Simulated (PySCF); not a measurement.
# RbCl: basis, grid and Hamiltonian

The method stays; parts of the set-up, such as the basis or the Hamiltonian, are changed.

Method: each script names its method and basis; program: PySCF 2.14.0.

4 further runs of the same task are left out: 4 that didn't finish.

**1. Where the work starts**

RbCl: 2 atoms, charge 0, spin multiplicity 1.

Bond lengths: Rb1–Cl2 2.818 Å.

**2. The run that the others are compared with**

File input.py:

```python
from pyscf import gto, dft

mol = gto.M(
    atom='Rb 0 0 0; Cl 0 0 2.818',
    basis='sto-3g',
    charge=0,
    spin=0,
    verbose=4,
)
mf = dft.UKS(mol, xc='pw6b95')
mf.kernel()
mf.dip_moment()
print('orbital energies (hartree):', [e[max(0, n-3):n+3].round(4) for e, n in zip(mf.mo_energy, mol.nelec)])
```

Started as:

```console
OMP_NUM_THREADS=1 python input.py
```

The log of this run is left out.

Base result: E(SCF) = -3365.982559 Eh, 7 cycles, μ = 10.65 D.

No relativity is included for the heavy element. The bond length is a typed value, not an optimised one.

**3. Integration grid 1**

Variant 1 changes integration grid: default → 1.

File input.py:

```python
from pyscf import gto, dft

mol = gto.M(
    atom='Rb 0 0 0; Cl 0 0 2.818',
    basis='sto-3g',
    charge=0,
    spin=0,
    verbose=4,
)
mf = dft.UKS(mol, xc='pw6b95')
mf.grids.level = 1
mf.kernel()
mf.dip_moment()
print('orbital energies (hartree):', [e[max(0, n-3):n+3].round(4) for e, n in zip(mf.mo_energy, mol.nelec)])
```

Started as:

```console
OMP_NUM_THREADS=1 python input.py
```

**4. Crenbl (core potential on)**

Variant 2 changes basis set: sto-3g → crenbl; core potential: off → on. The core potential changes with it: totals don't compare.

Changes to input.py since step 2:

```diff
@@ -4,3 +4,4 @@
     atom='Rb 0 0 0; Cl 0 0 2.818',
-    basis='sto-3g',
+    basis='crenbl',
+    ecp={'Rb': 'crenbl', 'Cl': 'crenbl'},
     charge=0,
```

**5. Integration grid 4**

Variant 3 changes integration grid: default → 4.

Changes to input.py since step 2:

```diff
@@ -10,2 +10,3 @@
 mf = dft.UKS(mol, xc='pw6b95')
+mf.grids.level = 4
 mf.kernel()
```

**6. Integration grid (20, 50)**

Variant 4 changes integration grid: default → (20, 50).

Changes to input.py since step 2:

```diff
@@ -10,2 +10,3 @@
 mf = dft.UKS(mol, xc='pw6b95')
+mf.grids.atom_grid = (20, 50)
 mf.kernel()
```

Q: Predict the outcome of this session. Wanted: for each run, E(SCF); from base; gap; SCF dipole.

The runs gave:

```
                                    run  E(SCF) (hartree)  from base (eV)  cycles  gap (eV)  SCF dipole (D)  functions
                                   base      -3365.982559               0       7      5.14           10.65         31
                     integration grid 1      -3365.982404         +0.0042       7      5.14           10.65         31
             crenbl (core potential on)        -39.073117  not comparable       8      3.54           11.45         36
                     integration grid 4      -3365.982556         +0.0001       7      5.14           10.65         31
integration grid (20, 50) (poor choice)      -3365.752554         +6.2587       7      5.24           10.71         31
```

What this shows: Of the runs whose energies can be compared, “integration grid (20, 50)” moves the SCF energy most (+6.259 eV). Rows marked «poor choice» come from settings spoiled on purpose.
